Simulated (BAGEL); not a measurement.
**A workflow on C3H10Si (trimethylsilane)**

Aim: the energy (HF/cc-pVDZ), then the energy (NEVPT2(2,2)/cc-pVDZ) of C3H10Si (trimethylsilane). 

Program for the calculation: BAGEL 1.2.2.

1 further run of the same task is left out (set aside as unsound or not needed).

**1. Starting point**

C3H10Si: 14 atoms, total charge 0, spin state singlet. SMILES: `C[SiH](C)C`. One bond was lengthened or shortened from a relaxed shape.

Bond lengths: C1–Si2 1.874 Å, Si2–C3 1.593 Å, Si2–C4 1.874 Å, C1–H5 1.093 Å, C1–H6 1.093 Å, C1–H7 1.094 Å, Si2–H8 1.494 Å, C3–H9 1.094 Å, C3–H10 1.093 Å, C3–H11 1.093 Å, C4–H12 1.093 Å, C4–H13 1.094 Å, C4–H14 1.093 Å. Some angles: C1–Si2–C3 110.3°, C1–Si2–C4 110.3°, C3–Si2–C4 110.3°, C1–Si2–H8 108.6°, C3–Si2–H8 108.6°, C4–Si2–H8 108.6°, Si2–C1–H5 111.2°, Si2–C1–H6 111.1°, Si2–C1–H7 110.9°, Si2–C3–H9 110.9°.

**2. A single-point energy at HF/cc-pVDZ (density fitting with svp-jkfit) (run 1)**

calc.json

```json
{ "bagel": [

{
  "title": "molecule",
  "basis": "cc-pvdz.json",
  "df_basis": "svp-jkfit",
  "angstrom": true,
  "geometry": [
    { "atom": "C", "xyz": [      -0.720055,       1.187412,      -0.929058 ] },
    { "atom": "Si", "xyz": [      -0.102055,       0.090212,       0.458242 ] },
    { "atom": "C", "xyz": [       1.239400,       0.684100,       1.077800 ] },
    { "atom": "C", "xyz": [       0.185445,      -1.651888,      -0.168258 ] },
    { "atom": "H", "xyz": [      -1.651355,       0.802012,      -1.351558 ] },
    { "atom": "H", "xyz": [      -0.909155,       2.203512,      -0.573758 ] },
    { "atom": "H", "xyz": [       0.015145,       1.246112,      -1.736558 ] },
    { "atom": "H", "xyz": [      -1.142755,       0.045512,       1.529742 ] },
    { "atom": "H", "xyz": [       2.029000,       0.733500,       0.322800 ] },
    { "atom": "H", "xyz": [       1.601800,       0.063500,       1.901200 ] },
    { "atom": "H", "xyz": [       1.081800,       1.694100,       1.464300 ] },
    { "atom": "H", "xyz": [      -0.732055,      -2.079188,      -0.580458 ] },
    { "atom": "H", "xyz": [       0.943645,      -1.662488,      -0.956358 ] },
    { "atom": "H", "xyz": [       0.528645,      -2.308288,       0.635342 ] }
  ]
},

{
  "title": "hf"
},

{
  "title": "print",
  "file": "orbitals.molden",
  "orbitals": true
}

]}
```

The basis set cc-pVDZ is read from a file made from the Basis Set Exchange's data (not shown).

Run with:

```
$ BAGEL_NUM_THREADS=1 BAGEL calc.json > calc.out
```

Log:

```text
* using 1 threads per process

  ===============================================================
  ===============================================================

  *** Geometry ***

  { "atom" : "C", "xyz" : [     -1.360707,      2.243883,     -1.755665 ] },
  { "atom" : "Si", "xyz" : [     -0.192856,      0.170476,      0.865952 ] },
  { "atom" : "C", "xyz" : [      2.342127,      1.292762,      2.036747 ] },
  { "atom" : "C", "xyz" : [      0.350440,     -3.121616,     -0.317962 ] },
  { "atom" : "H", "xyz" : [     -3.120609,      1.515583,     -2.554074 ] },
  { "atom" : "H", "xyz" : [     -1.718054,      4.164034,     -1.084245 ] },
  { "atom" : "H", "xyz" : [      0.028620,      2.354810,     -3.281619 ] },
  { "atom" : "H", "xyz" : [     -2.159494,      0.086005,      2.890793 ] },
  { "atom" : "H", "xyz" : [      3.834254,      1.386114,      0.610004 ] },
  { "atom" : "H", "xyz" : [      3.026963,      0.119998,      3.592747 ] },
  { "atom" : "H", "xyz" : [      2.044306,      3.201385,      2.767126 ] },
  { "atom" : "H", "xyz" : [     -1.383383,     -3.929096,     -1.096907 ] },
  { "atom" : "H", "xyz" : [      1.783231,     -3.141647,     -1.807255 ] },
  { "atom" : "H", "xyz" : [      0.998994,     -4.362032,      1.200622 ] },

  Number of auxiliary basis functions:      533

  Since a DF basis is specified, we compute 2- and 3-index integrals:
    o Being stored without compression. Storage requirement is 0.052 GB

  Number of basis functions:      110
  Number of electrons      :       42

    * METHOD: MOLECULE                             0.33

  *** RHF ***

  === Nuclear Repulsion ===
   182.5354994587

      * DIIS with orbital gradients will be used.

  === RHF iteration (cc-pvdz.json) ===
      0       -408.06590115          0.01616385           0.11
      1       -408.29311761          0.00693299           0.11
      2       -408.33483077          0.00143287           0.11
      3       -408.33706870          0.00014213           0.11
      4       -408.33709310          0.00003802           0.11
      5       -408.33709529          0.00000721           0.11
      6       -408.33709537          0.00000227           0.11
      7       -408.33709537          0.00000058           0.11
      8       -408.33709537          0.00000017           0.11
      9       -408.33709537          0.00000004           0.11
     10       -408.33709537          0.00000001           0.11
    * SCF iteration converged.

    * Permanent dipole moment:
           (   -0.386566,    -0.115206,     0.029312) a.u.

    * METHOD: HF                                   1.41

    * METHOD: PRINT                                0.02

  ===============================================================
```

Run time: 1.9 s. Hardware: 1 thread of Arm Neoverse V2, shared host; peak memory 0.17 GiB.

**3. The energy at NEVPT2(2,2)/cc-pVDZ (density fitting with svp-jkfit) (run 2)**

input.json

```json
{ "bagel": [

{
  "title": "molecule",
  "basis": "cc-pvdz.json",
  "df_basis": "svp-jkfit",
  "angstrom": true,
  "geometry": [
    { "atom": "C", "xyz": [   -0.720055,    1.187412,   -0.929058 ] },
    { "atom": "Si", "xyz": [   -0.102055,    0.090212,    0.458242 ] },
    { "atom": "C", "xyz": [    1.239400,    0.684100,    1.077800 ] },
    { "atom": "C", "xyz": [    0.185445,   -1.651888,   -0.168258 ] },
    { "atom": "H", "xyz": [   -1.651355,    0.802012,   -1.351558 ] },
    { "atom": "H", "xyz": [   -0.909155,    2.203512,   -0.573758 ] },
    { "atom": "H", "xyz": [    0.015145,    1.246112,   -1.736558 ] },
    { "atom": "H", "xyz": [   -1.142755,    0.045512,    1.529742 ] },
    { "atom": "H", "xyz": [    2.029000,    0.733500,    0.322800 ] },
    { "atom": "H", "xyz": [    1.601800,    0.063500,    1.901200 ] },
    { "atom": "H", "xyz": [    1.081800,    1.694100,    1.464300 ] },
    { "atom": "H", "xyz": [   -0.732055,   -2.079188,   -0.580458 ] },
    { "atom": "H", "xyz": [    0.943645,   -1.662488,   -0.956358 ] },
    { "atom": "H", "xyz": [    0.528645,   -2.308288,    0.635342 ] }
  ]
},
{ "title": "hf" },
{ "title": "nevpt2", "nstate": 1, "nact": 2, "nclosed": 20, "active": [9, 23], "maxiter": 200, "natocc": true, "ncore": 8 },
{ "title": "print", "file": "orbitals.molden", "orbitals": true }

]}
```

The basis set cc-pVDZ is read from a file made from the Basis Set Exchange's data (not shown).

Run with:

```
$ BAGEL_NUM_THREADS=1 BAGEL input.json > input.out
```

Log:

```text
* using 1 threads per process

  ===============================================================
  ===============================================================

  *** Geometry ***

  { "atom" : "C", "xyz" : [     -1.360707,      2.243883,     -1.755665 ] },
  { "atom" : "Si", "xyz" : [     -0.192856,      0.170476,      0.865952 ] },
  { "atom" : "C", "xyz" : [      2.342127,      1.292762,      2.036747 ] },
[... 10 lines of this table left out ...]
  { "atom" : "H", "xyz" : [      0.998994,     -4.362032,      1.200622 ] },

  Number of auxiliary basis functions:      533

  Since a DF basis is specified, we compute 2- and 3-index integrals:
    o Being stored without compression. Storage requirement is 0.052 GB

  Number of basis functions:      110
  Number of electrons      :       42

    * METHOD: MOLECULE                             0.33

  *** RHF ***

[... 11 lines left out ...]
    * SCF iteration converged.
[... 1 line left out ...]
    * Permanent dipole moment:
[... 22 lines left out ...]
      0  0      -408.33713646     1.12e-05      0.03

      1  0      -408.33778210     9.22e-05      0.39
[... 29 lines of this table left out ...]
     16  0      -408.34598566     3.80e-09      0.60

    * Second-order optimization converged. *

     guess   0:   closed 1.                   open ..

  === FCI iteration ===

      0  0      -408.33704067     6.50e-02      0.00
      1  0      -408.34597358     1.79e-03      0.00
      2  0 *    -408.34598566     5.80e-16      0.00

     * ci vector, state   0, <S^2> = 0.0000
       2.     0.9976425610
       .2    -0.0686244883

  === DF-NEVPT2 calculation ===

    * 3-index integral transformation done
    * assembly done

      NEVPT2 correlation energy:   -0.5379436541      0.34

          (+0)     -0.4729820439
          (+0)'    -0.0225848261
          (+1)     -0.0028262176
          (+1)'    -0.0000000000
          (+2)     -0.0006223948
          (-1)     -0.0319864523
          (-1)'     0.0000000000
          (-2)     -0.0069417195

      NEVPT2 total energy:       -408.8839293160

    * METHOD: NEVPT2                              11.80

    * METHOD: PRINT                                0.02

  ===============================================================
```

Run time: 14 s. Hardware: 1 thread of Arm Neoverse V2, shared host; peak memory 0.17 GiB.

**4. Results**

| quantity | value |
| --- | --- |
| run 1, HF/cc-pVDZ: total energy | -408.33710 Eh |
| run 1, HF/cc-pVDZ: dipole moment | 1.03 D |
| run 1, HF/cc-pVDZ: HOMO energy | -11.39 eV |
| run 1, HF/cc-pVDZ: LUMO energy | 4.63 eV |
| run 1, HF/cc-pVDZ: HOMO–LUMO gap | 16.02 eV |
| run 2, NEVPT2(2,2)/cc-pVDZ: total energy | -408.88393 Eh |
